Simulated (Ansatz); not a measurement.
# SrCd: response to strain

Aim: deform SrCd (equal xx and yy strain of +2 %) and compute stress, forces and field gradients with LAPW, PAW and all-electron datasets made for the crystal.

Method: DFT LDA, scalar-relativistic, in Ansatz 0.2.0.

### Step 1. The structure to begin with

The structure is cubic, space group Pm-3m (No. 221). Conventional cell: a = 4.003 Å, b = 4.003 Å, c = 4.003 Å, α = 90.00°, β = 90.00°, γ = 90.00°. Around Sr (site symmetry m-3m) lie 8 Cd at 3.47 Å. Cd (site symmetry m-3m) has 8 Sr at 3.47 Å as nearest neighbours.

As a file:

```cif
data_structure
_symmetry_space_group_name_H-M 'Pm-3m'
_symmetry_Int_Tables_number 221
_cell_length_a 4.0030
_cell_length_b 4.0030
_cell_length_c 4.0030
_cell_angle_alpha 90.000
_cell_angle_beta 90.000
_cell_angle_gamma 90.000
_cell_volume 64.14
loop_
_atom_site_label
_atom_site_type_symbol
_atom_site_symmetry_multiplicity
_atom_site_Wyckoff_symbol
_atom_site_fract_x
_atom_site_fract_y
_atom_site_fract_z
_atom_site_occupancy
Sr1 Sr 1 b 0.50000 0.50000 0.50000 1
Cd1 Cd 1 a 0.00000 0.00000 0.00000 1
```

The file gives the conventional cell by its symmetry; the runs use the cell typed in the input.

Atoms are numbered in the order of the input: Sr1, Cd2.

### Step 2. The deformed structure

Space group Pm-3m before, P4/mmm after.

### Step 3. All-electron LAPW

File input.yaml:

```yaml
crystal:
  lattice:
    - [4.08306, 0.0, 0.0]
    - [0.0, 4.08306, 0.0]
    - [0.0, 0.0, 4.003]
  atoms:
    - { symbol: Sr, position: [0.5, 0.5, 0.5] }
    - { symbol: Cd, position: [0.0, 0.0, 0.0] }
kpoints:
  mp_grid: { grid: [10, 10, 10] }
  band_path:
    path:
      - [0.0, 0.0, 0.0]
      - [0.0, 0.5, 0.0]
      - [0.5, 0.5, 0.0]
      - [0.0, 0.0, 0.0]
      - [0.0, 0.0, 0.5]
      - [0.0, 0.5, 0.5]
      - [0.5, 0.5, 0.5]
      - [0.0, 0.0, 0.5]
      - [0.0, 0.5, 0.0]
    npoints: 5
scf:
  occupations: { method: fermi_dirac, width: 0.08 }
hamiltonian:
  xc: lda
  pseudopotentials: { kind: all_electron, lapw: { basis_error: 0.0005 } }
output:
  forces: true
  stress: true
  eigenvalues: true
```

Launch:

```console
$ ansatz run input.yaml --threads 1 --pin off --max-ram 3072MiB --backend cpu --events-out ev --progress --plain --runs-dir out
```

### Step 4. Frozen-core PAW

File input.yaml:

```yaml
crystal:
  lattice:
    - [4.08306, 0.0, 0.0]
    - [0.0, 4.08306, 0.0]
    - [0.0, 0.0, 4.003]
  atoms:
    - { symbol: Sr, position: [0.5, 0.5, 0.5] }
    - { symbol: Cd, position: [0.0, 0.0, 0.0] }
kpoints:
  mp_grid: { grid: [10, 10, 10] }
scf:
  occupations: { method: fermi_dirac, width: 0.08 }
hamiltonian:
  xc: lda
  pseudopotentials: { kind: paw }
output:
  forces: true
  stress: true
  eigenvalues: true
  efg: { contact_densities: true }
```

### Step 5. All-electron PAW on datasets made for the crystal

Edit input.yaml of step 4 so:

```diff
@@ -14,3 +14,3 @@
   xc: lda
-  pseudopotentials: { kind: paw }
+  pseudopotentials: { kind: all_electron, datasets: crystal }
 output:
```

(Steps that only read results are left out.)

**Question.** What will these runs give? Wanted: pressure; largest shear or deviatoric stress.

As calculated:

```
                                 quantity                                              value
                                 pressure  LAPW -2.89, PAW -2.88, crystal datasets -2.89 GPa
largest shear or deviatoric stress (LAPW)                                           0.37 GPa
```

The largest part of the stress beyond the pressure is 0.37 GPa in size, in the zz component; the atoms are carried along and not relaxed. No run of the undeformed cell stands beside it, so the pressure holds what the given cell had before the change. PAW: stress within 0.01 GPa of LAPW. Crystal datasets: stress within 0.01 GPa of LAPW.
